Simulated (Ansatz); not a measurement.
# Ti12C8O4F4 sheet: relaxing cell and atoms and single point

The task, for Ti12C8O4F4 sheet: 3 runs in a chain (relaxing cell and atoms and single point).

Method: DFT PBE, scalar-relativistic, plane waves, PAW, and further levels as typed in the inputs, in Ansatz 0.2.0.

**1. Starting point**

Symmetry: P2/m, No. 10, monoclinic system. Conventional cell: a = 5.283 Å, b = 3.050 Å, c = 25.100 Å, α = 90.00°, β = 90.00°, γ = 90.00°. Around Ti (site symmetry 2/m) lie 6 C at 2.15 Å. Around C (site symmetry m) lie 6 Ti at 2.08 to 2.15 Å. Around Ti (site symmetry m) lie 1 O at 2.02 Å and 3 C at 2.08 Å and 2 F at 2.14 Å. Ti (site symmetry m) has 2 O at 2.02 Å and 3 C at 2.08 Å and 1 F at 2.14 Å as nearest neighbours. O (site symmetry m) is surrounded by 3 Ti at 2.02 Å. Around F (site symmetry m) lie 3 Ti at 2.14 Å.

As a file:

```
Ti C O F
1.0
     6.10000    0.00000    0.00000
    -3.05000    5.28275    0.00000
     0.00000    0.00000   25.10000
Ti C O F
12 8 4 4
Direct
  0.00000 0.00000 0.50000
  0.33333 0.16667 0.59283
  0.16667 0.33333 0.40717
  0.00000 0.50000 0.50000
  0.33333 0.66667 0.59283
  0.16667 0.83333 0.40717
  0.50000 0.00000 0.50000
  0.83333 0.16667 0.59283
  0.66667 0.33333 0.40717
  0.50000 0.50000 0.50000
  0.83333 0.66667 0.59283
  0.66667 0.83333 0.40717
  0.16667 0.33333 0.54900
  0.33333 0.16667 0.45100
  0.16667 0.83333 0.54900
  0.33333 0.66667 0.45100
  0.66667 0.33333 0.54900
  0.83333 0.16667 0.45100
  0.66667 0.83333 0.54900
  0.83333 0.66667 0.45100
  0.00000 0.00000 0.63187
  0.00000 0.00000 0.36813
  0.00000 0.50000 0.63187
  0.00000 0.50000 0.36813
  0.50000 0.00000 0.64143
  0.50000 0.00000 0.35857
  0.50000 0.50000 0.64143
  0.50000 0.50000 0.35857
```

**2. Relaxing cell and atoms: Ti12C8O4F4 sheet, no spin**

Input file input.yaml:

```yaml
crystal:
  lattice:
    - [6.1, 0.0, 0.0]
    - [-3.05, 5.2827549631, 0.0]
    - [0.0, 0.0, 25.1]
  atoms:
    - { symbol: Ti, position: [0.0, 0.0, 0.5] }
    - { symbol: C, position: [0.1666666667, 0.3333333333, 0.5490039841] }
    - { symbol: C, position: [0.3333333333, 0.1666666667, 0.4509960159] }
    - { symbol: Ti, position: [0.3333333333, 0.1666666667, 0.5928286853] }
    - { symbol: Ti, position: [0.1666666667, 0.3333333333, 0.4071713147] }
    - { symbol: O, position: [0.0, 0.0, 0.63187251] }
    - { symbol: O, position: [0.0, 0.0, 0.36812749] }
    - { symbol: Ti, position: [0.0, 0.5, 0.5] }
    - { symbol: C, position: [0.1666666667, 0.8333333333, 0.5490039841] }
    - { symbol: C, position: [0.3333333333, 0.6666666667, 0.4509960159] }
    - { symbol: Ti, position: [0.3333333333, 0.6666666667, 0.5928286853] }
    - { symbol: Ti, position: [0.1666666667, 0.8333333333, 0.4071713147] }
    - { symbol: O, position: [0.0, 0.5, 0.63187251] }
    - { symbol: O, position: [0.0, 0.5, 0.36812749] }
    - { symbol: Ti, position: [0.5, 0.0, 0.5] }
    - { symbol: C, position: [0.6666666667, 0.3333333333, 0.5490039841] }
    - { symbol: C, position: [0.8333333333, 0.1666666667, 0.4509960159] }
    - { symbol: Ti, position: [0.8333333333, 0.1666666667, 0.5928286853] }
    - { symbol: Ti, position: [0.6666666667, 0.3333333333, 0.4071713147] }
    - { symbol: F, position: [0.5, 0.0, 0.6414342629] }
    - { symbol: F, position: [0.5, 0.0, 0.3585657371] }
    - { symbol: Ti, position: [0.5, 0.5, 0.5] }
    - { symbol: C, position: [0.6666666667, 0.8333333333, 0.5490039841] }
    - { symbol: C, position: [0.8333333333, 0.6666666667, 0.4509960159] }
    - { symbol: Ti, position: [0.8333333333, 0.6666666667, 0.5928286853] }
    - { symbol: Ti, position: [0.6666666667, 0.8333333333, 0.4071713147] }
    - { symbol: F, position: [0.5, 0.5, 0.6414342629] }
    - { symbol: F, position: [0.5, 0.5, 0.3585657371] }
  periodic: [true, true, false]
scf:
  occupations: { method: gaussian, width: 0.05 }
  n_extra_bands: 6
output:
  forces: true
  stress: true
  write_density: true
  write_potential: true
  elf: true
  volumetric_format: npy
kpoints:
  mp_grid: { grid: [5, 5, 1] }
hamiltonian:
  xc: pbe
relax:
  f_tol: 0.02
  max_steps: 100
  cell: { stress_2d_tol: 0.1 }
```

Launch:

```
ansatz run input.yaml --threads 8 --pin off --max-ram 24576MiB --backend cpu --events-out ev --progress --plain --runs-dir out
```

Log:

```text
Warning: crystal.periodic: the lattice vector that does not repeat stood 0.000° off the slab's normal, 25.100 Å along it as the deck builds it. The run solves the slab on a vector along the normal, 38.000 Å long, with every atom where it was (on the deck's vector they left 18.00 Å outside them, and the widest stretch free of ions among them is 1.23 Å). A fractional position that the run reports is one of the run's cell, which starts as this one, and not of the deck's: it goes into a deck with that cell's vectors. The slab on that cell runs as it stands in a deck that lists each atom with its symbol and moment, types crystal.periodic and leaves out crystal.checkpoint, crystal.saddle_side, crystal.structure_sha256, crystal.space_group, crystal.setting, crystal.reduce_to_primitive, crystal.supercell, crystal.defects and each atom's wyckoff. Where those keys changed the vectors of the plane, lay the indices of each lattice_plane and lattice_line anew on these rows. Along the normal they count this vector already. An outside_sphere can name other atoms there (type this run's as sites). In the order of the run's atom list the slab is: crystal.lattice: [[6.1, 0.0, 0.0], [-3.05, 5.2827549631, 0.0], [0.0, -0.0, 37.99999999516]]; position: [0.0, 0.0, 0.3302631579368019]; position: [0.1666666667, 0.3333333333, 0.36263157901750354]; position: [0.3333333333, 0.1666666667, 0.29789473685610024]; position: [0.3333333333, 0.1666666667, 0.39157894744540106]; position: [0.1666666667, 0.3333333333, 0.26894736842820277]; position: [0.0, 0.0, 0.41736842113210687]; position: [0.0, 0.0, 0.24315789474149693]; position: [0.0, 0.5, 0.3302631579368019]; position: [0.16666666669999997, 0.8333333332999999, 0.36263157901750354]; position: [0.3333333333, 0.6666666667, 0.29789473685610024]; position: [0.3333333333, 0.6666666667, 0.39157894744540106]; position: [0.16666666669999997, 0.8333333332999999, 0.26894736842820277]; position: [0.0, 0.5, 0.41736842113210687]; position: [0.0, 0.5, 0.24315789474149693]; position: [0.5, 0.0, 0.3302631579368019]; position: [0.6666666667, 0.3333333333, 0.36263157901750354]; position: [0.8333333333, 0.1666666667, 0.29789473685610024]; position: [0.8333333333, 0.1666666667, 0.39157894744540106]; position: [0.6666666667, 0.3333333333, 0.26894736842820277]; position: [0.5, 0.0, 0.4236842105484377]; position: [0.5, 0.0, 0.2368421053251662]; position: [0.5, 0.5, 0.3302631579368019]; position: [0.6666666667, 0.8333333332999999, 0.36263157901750354]; position: [0.8333333332999999, 0.6666666667, 0.29789473685610024]; position: [0.8333333332999999, 0.6666666667, 0.39157894744540106]; position: [0.6666666667, 0.8333333332999999, 0.26894736842820277]; position: [0.5, 0.5, 0.4236842105484377]; position: [0.5, 0.5, 0.2368421053251662];
Warning: RAYON_NUM_THREADS=8 ignored (pool sized by the plan → 8); use --threads N
[... 79 lines left out ...]
  atom   6  O     -0.00646297    -0.00373140    -0.00063596
  atom   7  O      0.00646297     0.00373140     0.00063596
  atom   8  Ti     0.00000000     0.00000000    -0.00000000
  atom   9  C      0.00106336     0.00061393    -0.00455780
  atom  10  C      0.00553172     0.00319374    -0.00346008
  atom  11  Ti     0.00830839     0.00479685    -0.00749533
  atom  12  Ti    -0.00023415    -0.00013519    -0.00632128
  atom  13  O     -0.00646297    -0.00373140    -0.00063596
  atom  14  O      0.00646297     0.00373140     0.00063596
  atom  15  Ti     0.00000000     0.00000000     0.00000000
  atom  16  C     -0.00553172    -0.00319374     0.00346008
  atom  17  C     -0.00106336    -0.00061393     0.00455780
  atom  18  Ti     0.00023415     0.00013519     0.00632128
  atom  19  Ti    -0.00830839    -0.00479685     0.00749533
  atom  20  F     -0.00116178    -0.00067075     0.00329131
  atom  21  F      0.00116178     0.00067075    -0.00329131
  atom  22  Ti    -0.00000000     0.00000000     0.00000000
  atom  23  C     -0.00553172    -0.00319374     0.00346008
  atom  24  C     -0.00106336    -0.00061393     0.00455780
  atom  25  Ti     0.00023415     0.00013519     0.00632128
  atom  26  Ti    -0.00830839    -0.00479685     0.00749533
  atom  27  F     -0.00116178    -0.00067075     0.00329131
  atom  28  F      0.00116178     0.00067075    -0.00329131
  max |Σ_I F_I| component: 2.43e-17 eV/Å
--- 2D stress c σ (N/m, compression-positive) ---
        0.013407       0.009798      -0.000000
        0.009798       0.002094      -0.000000
       -0.000000      -0.000000       0.000000
  P = ½ c Tr σ = 0.0078 N/m
--- Band table (eV; the first three rows and the last of 9) ---
[... 4 lines left out ...]
  the weakly bound empty levels are not read free of the cell's end (no_gap_told)
--- Relaxed structure (6 steps of the walk, 6 accepted, 1 SCFs on fresh bases) ---
  F+E_penalty+E_count = -37535.67294023 eV   max|allowed force component| = 8.308e-3 eV/Å   (the final SCF, on the basis selected at the relaxed cell)
  cell:  # Å, volume = 1223.8546 Å³
    - [6.101268354632902, 0.005160493013507686, 1.0128129880829446e-111]
    - [-3.046165059270702, 5.276112650897916, -4.709917975590488e-112]
    - [6.309326810198371e-111, 2.5474557793852142e-112, 37.99999999516]
  atoms:
    - { symbol: Ti, position: [-1.5960997705404877e-19, 3.371705285984197e-20, 0.3302631579368019] }
    - { symbol: C, position: [0.16806234138209114, 0.3340311706910456, 0.3636967228093508] }
    - { symbol: C, position: [0.33484709543224783, 0.1674235477161239, 0.29639547407586486] }
    - { symbol: Ti, position: [0.32267615191555415, 0.1613380759577771, 0.3942404589938959] }
    - { symbol: Ti, position: [0.14956702637022512, 0.3247835131851125, 0.26469880514593386] }
    - { symbol: O, position: [0.0027046640494194684, 0.001352332024709734, 0.4216216740595516] }
    - { symbol: O, position: [-0.0027046640494194684, -0.001352332024709734, 0.23890464181405213] }
    - { symbol: Ti, position: [2.7755575615628914e-17, 0.5, 0.3302631579368019] }
    - { symbol: C, position: [0.16806234138209125, 0.8340311706910456, 0.3636967228093508] }
    - { symbol: C, position: [0.3348470954322478, 0.6674235477161238, 0.29639547407586486] }
    - { symbol: Ti, position: [0.3226761519155542, 0.661338075957777, 0.3942404589938959] }
    - { symbol: Ti, position: [0.1495670263702253, 0.8247835131851127, 0.26469880514593386] }
    - { symbol: O, position: [0.0027046640494195195, 0.5013523320247096, 0.4216216740595516] }
    - { symbol: O, position: [-0.002704664049419464, 0.49864766797529025, 0.23890464181405213] }
    - { symbol: Ti, position: [0.49999999999999994, 1.0842021724855044e-19, 0.3302631579368019] }
    - { symbol: C, position: [0.665152904567752, 0.332576452283876, 0.36413084179773886] }
    - { symbol: C, position: [0.831937658617909, 0.16596882930895437, 0.29682959306425294] }
    - { symbol: Ti, position: [0.8504329736297749, 0.17521648681488738, 0.39582751072767] }
    - { symbol: Ti, position: [0.6773238480844457, 0.33866192404222284, 0.2662858568797079] }
    - { symbol: F, position: [0.49536465765401466, -0.002317671172992634, 0.425704597214056] }
    - { symbol: F, position: [0.5046353423459854, 0.0023176711729926344, 0.2348217186595477] }
    - { symbol: Ti, position: [0.5, 0.49999999999999994, 0.3302631579368019] }
    - { symbol: C, position: [0.6651529045677522, 0.8325764522838761, 0.36413084179773886] }
    - { symbol: C, position: [0.8319376586179088, 0.6659688293089543, 0.29682959306425294] }
    - { symbol: Ti, position: [0.8504329736297749, 0.6752164868148872, 0.39582751072767] }
    - { symbol: Ti, position: [0.6773238480844457, 0.8386619240422227, 0.2662858568797079] }
    - { symbol: F, position: [0.4953646576540147, 0.49768232882700736, 0.425704597214056] }
    - { symbol: F, position: [0.5046353423459853, 0.5023176711729926, 0.2348217186595477] }
```

Run time: 1.8 min. Hardware: 8 threads of Intel Xeon Platinum 8488C (Sapphire Rapids), shared host; peak memory 6.9 GiB.

Relaxation path:

```
step  E - E(step 1) (eV/cell)  largest force component (eV/Å)  pressure (GPa)  volume (Å³)
   1                   0.0000                          2.1202             n/a      1224.54
   2                  -1.3670                          0.4698             n/a      1210.31
   3                  -1.4367                          0.2766             n/a      1220.11
   4                  -1.4614                          0.1004             n/a      1224.17
   5                  -1.4639                          0.0461             n/a      1224.40
   6                  -1.4658                          0.0083             n/a      1223.85
   7                  -1.4656                          0.0083             n/a      1223.85
```

Step 1 is the start. Step 7 repeats the geometry before it on a plane-wave basis chosen anew for that cell, so its energy need not be comparable with the rows above.

|  | before | after | change |
| --- | --- | --- | --- |
| a (Å) | 6.100 | 6.101 | 0.0 % |
| b (Å) | 6.100 | 6.092 | -0.1 % |
| γ (°) | 120.00 | 119.95 | 0.0 % |
| shortest distance (Å) | 2.015 | 1.982 | -1.6 % |
| space group (0.01 Å) | P2/m | P2/m | same |

The run keeps the 8 symmetry operations of the start, so it could not have lowered the symmetry.

Density in a lattice plane of the grid's cell (edges 6.10 and 38.00 Å, at 0.000 of the third edge), which holds Ti and O and F.

Ten even steps from ' ' (0.00 e/Å³) to '@' (4.07 e/Å³):
```
            
            
            
            
            
            
            
            
            
            
            
..          
==    --    
        ....
@@    **    
            
            
            
            
            
```
Columns run along the first of these edges and rows up along the second, over one cell in 6 and 20 even steps from the bottom left corner. Atoms in the plane (fractional): Ti at (1.00, 0.33), O at (0.00, 0.42), O at (1.00, 0.24), Ti at (0.50, 0.33), F at (0.50, 0.43), F at (0.50, 0.23).

ELF in the same plane.

Values, 12 rows by 6 columns:
```
0.00 0.00 0.00 0.00 0.00 0.00
0.00 0.00 0.00 0.00 0.00 0.00
0.00 0.00 0.00 0.00 0.00 0.00
0.00 0.00 0.00 0.00 0.00 0.00
0.00 0.00 0.00 0.00 0.00 0.00
0.00 0.00 0.00 0.00 0.00 0.00
0.39 0.40 0.23 0.70 0.20 0.37
0.06 0.11 0.13 0.07 0.13 0.11
0.67 0.21 0.10 0.77 0.11 0.22
0.00 0.00 0.00 0.00 0.00 0.00
0.00 0.00 0.00 0.00 0.00 0.00
0.00 0.00 0.00 0.00 0.00 0.00
```
Columns run along the first of these edges and rows up along the second, over one cell in 6 and 12 even steps from the bottom left corner. Atoms in the plane (fractional): Ti at (1.00, 0.33), O at (0.00, 0.42), O at (1.00, 0.24), Ti at (0.50, 0.33), F at (0.50, 0.43), F at (0.50, 0.23).

Both are smooth fields of the valence electrons: close to the nuclei they are not physical.

Outside the cores ELF peaks at 0.85 beside O, off the lines to its neighbours, 0.6 Å from O; 0.84 in the shell around F, 0.5 Å from F; 0.83 beside F, off the lines to its neighbours, 0.6 Å from F.

**3. Single point: mesh 7×7×1**

It takes the final geometry of step 2.

Input file input.yaml:

```yaml
crystal:
  lattice:
    - [6.1012683546, 0.005160493, 0.0]
    - [-3.0461650593, 5.2761126509, 0.0]
    - [0.0, 0.0, 37.9999999952]
  atoms:
    - { symbol: Ti, position: [0.0, 0.0, 0.3302631579] }
    - { symbol: C, position: [0.1680623414, 0.3340311707, 0.3636967228] }
    - { symbol: C, position: [0.3348470954, 0.1674235477, 0.2963954741] }
    - { symbol: Ti, position: [0.3226761519, 0.161338076, 0.394240459] }
    - { symbol: Ti, position: [0.1495670264, 0.3247835132, 0.2646988051] }
    - { symbol: O, position: [0.002704664, 0.001352332, 0.4216216741] }
    - { symbol: O, position: [-0.002704664, -0.001352332, 0.2389046418] }
    - { symbol: Ti, position: [0.0, 0.5, 0.3302631579] }
    - { symbol: C, position: [0.1680623414, 0.8340311707, 0.3636967228] }
    - { symbol: C, position: [0.3348470954, 0.6674235477, 0.2963954741] }
    - { symbol: Ti, position: [0.3226761519, 0.661338076, 0.394240459] }
    - { symbol: Ti, position: [0.1495670264, 0.8247835132, 0.2646988051] }
    - { symbol: O, position: [0.002704664, 0.501352332, 0.4216216741] }
    - { symbol: O, position: [-0.002704664, 0.498647668, 0.2389046418] }
    - { symbol: Ti, position: [0.5, 0.0, 0.3302631579] }
    - { symbol: C, position: [0.6651529046, 0.3325764523, 0.3641308418] }
    - { symbol: C, position: [0.8319376586, 0.1659688293, 0.2968295931] }
    - { symbol: Ti, position: [0.8504329736, 0.1752164868, 0.3958275107] }
    - { symbol: Ti, position: [0.6773238481, 0.338661924, 0.2662858569] }
    - { symbol: F, position: [0.4953646577, -0.0023176712, 0.4257045972] }
    - { symbol: F, position: [0.5046353423, 0.0023176712, 0.2348217187] }
    - { symbol: Ti, position: [0.5, 0.5, 0.3302631579] }
    - { symbol: C, position: [0.6651529046, 0.8325764523, 0.3641308418] }
    - { symbol: C, position: [0.8319376586, 0.6659688293, 0.2968295931] }
    - { symbol: Ti, position: [0.8504329736, 0.6752164868, 0.3958275107] }
    - { symbol: Ti, position: [0.6773238481, 0.838661924, 0.2662858569] }
    - { symbol: F, position: [0.4953646577, 0.4976823288, 0.4257045972] }
    - { symbol: F, position: [0.5046353423, 0.5023176712, 0.2348217187] }
  periodic: [true, true, false]
scf:
  occupations: { method: gaussian, width: 0.05 }
  n_extra_bands: 6
output:
  eigenvalues: true
kpoints:
  mp_grid: { grid: [7, 7, 1] }
hamiltonian:
  xc: pbe
```

Launch:

```
ansatz run input.yaml --threads 8 --pin off --max-ram 24576MiB --backend cpu --events-out ev --progress --plain --runs-dir out
```

Log, shortened:

```text
Warning: RAYON_NUM_THREADS=8 ignored (pool sized by the plan → 8); use --threads N
scf.n_extra_bands = 6 over 114 filled bands (N_el = 228.0): the run solves 120 bands
[...]
Pseudopotentials: kind: paw
Pseudopotential: Ti, paw, valence charge 12, recommended cutoff 420 eV (normal), Ti.paw.azcp
Pseudopotential: C, paw, valence charge 4, recommended cutoff 420 eV (normal), C.paw.azcp
Pseudopotential: O, paw, valence charge 6, recommended cutoff 420 eV (normal), O.paw.azcp
Pseudopotential: F, paw, valence charge 7, recommended cutoff 420 eV (normal), F.paw.azcp
Functional definition: PBE
[...]
Crystal: 28 atoms, lattice volume = 1223.855 Å³
Basis set: ecut = 420 eV, 23873 PW (Γ)
Bands: 120, of which v1, the nominal top of the filled ones, is band 114 counted from 1 (113 counted from 0)
Symmetry: 8 space group operations
Space group: P2/m (ITA 10), of the structure as read, at distance tolerance 1.1e-4 Å
k-points: 16 of 49
[...]
SCF iter   1: F=—  HF=-37535.667290 eV  |F-HF|=—  |Δ(HF+E_count)|=         —  Δρ=3.11e-3  dr2=2.75e-1  ethr=1.77e-3  ⟨swp⟩=8.8  Hψ=11370  notcnv=0
[...]
SCF iter   7: F=-37535.636671 eV  HF=-37535.636670 eV  |F-HF|=3.30e-7  |Δ(HF+E_count)|=   9.77e-7  Δρ=3.71e-6  dr2=9.10e-8  ethr=4.39e-11  ⟨swp⟩=12.1  Hψ=9556  notcnv=0
[...]
SCF converged after 7 iterations
Free energy (F): -37535.636671 eV
[...]
E sigma→0 (E₀):  -37535.632357 eV
Entropy (-TS):   -0.008628 eV (-0.308 meV/atom)
Fermi energy:    -5.549997 eV
[...]
--- Band table (eV; the first three rows and the last of 16) ---
[...]
```

Run time: 20 s. Hardware: 8 threads of Intel Xeon Platinum 8488C (Sapphire Rapids), shared host; peak memory 7.3 GiB.

**4. Single point: r2SCAN**

It takes the final geometry of step 2.

input.yaml: that of step 3 with these lines changed.

```diff
@@ -43,2 +43,2 @@
 hamiltonian:
-  xc: pbe
+  xc: r2scan
```

Launch:

```
ansatz run input.yaml --threads 8 --pin off --max-ram 24576MiB --backend cpu --events-out ev --progress --plain --runs-dir out
```

Log, shortened:

```text
Warning: RAYON_NUM_THREADS=8 ignored (pool sized by the plan → 8); use --threads N
scf.n_extra_bands = 6 over 114 filled bands (N_el = 228.0): the run solves 120 bands
[...]
Pseudopotentials: kind: paw
Pseudopotential: Ti, paw, valence charge 12, recommended cutoff 500 eV (meta_gga), Ti.paw.azcp
Pseudopotential: C, paw, valence charge 4, recommended cutoff 500 eV (meta_gga), C.paw.azcp
Pseudopotential: O, paw, valence charge 6, recommended cutoff 500 eV (meta_gga), O.paw.azcp
Pseudopotential: F, paw, valence charge 7, recommended cutoff 500 eV (meta_gga), F.paw.azcp
Functional definition: r2SCAN
[...]
Crystal: 28 atoms, lattice volume = 1223.855 Å³
Basis set: ecut = 500 eV, 30951 PW (Γ), exchange–correlation on 180×180×1152 points (64 copies of the dense FFT grid, shifted against one another)
Bands: 120, of which v1, the nominal top of the filled ones, is band 114 counted from 1 (113 counted from 0)
Symmetry: 8 space group operations
Space group: P2/m (ITA 10), of the structure as read, at distance tolerance 1.1e-4 Å
k-points: 16 of 49
[...]
SCF iter   1: F=—  HF=-37611.893729 eV  |F-HF|=—  |Δ(HF+E_count)|=         —  Δρ=1.08e-2  dr2=1.75e0  dr2_τ=1.80e0  ethr=1.77e-3  ⟨swp⟩=9.1  Hψ=12316  notcnv=0
[...]
SCF iter   9: F=-37612.422053 eV  HF=-37612.422053 eV  |F-HF|=2.65e-8  |Δ(HF+E_count)|=   2.65e-7  Δρ=1.82e-6  dr2=2.33e-8  dr2_τ=4.30e-9  ethr=4.39e-11  ⟨swp⟩=15.1  Hψ=7255  notcnv=0
[...]
SCF converged after 9 iterations
Free energy (F): -37612.422053 eV
[...]
E sigma→0 (E₀):  -37612.416908 eV
Entropy (-TS):   -0.010292 eV (-0.368 meV/atom)
Fermi energy:    -5.599547 eV
[...]
--- Band table (eV; the first three rows and the last of 16) ---
[...]
```

Run time: 42 s. Hardware: 8 threads of Intel Xeon Platinum 8488C (Sapphire Rapids), shared host; peak memory 11 GiB.

**5. The runs side by side**

| step | level | k mesh | energy (eV) | gap on the mesh (eV) | time |
| --- | --- | --- | --- | --- | --- |
| 2 | PBE | 5×5×1 | -37535.670 | 0.00 | 1.8 min |
| 3 | PBE | 7×7×1 | -37535.632 | 0.00 | 20 s |
| 4 | r2SCAN | 7×7×1 | -37612.417 | 0.00 | 42 s |

Totals of different systems or levels have different zeros; only balanced differences at one level mean anything.

What this shows: Spin polarisation is off in the runs that give these values; a magnetic solution could lie lower.
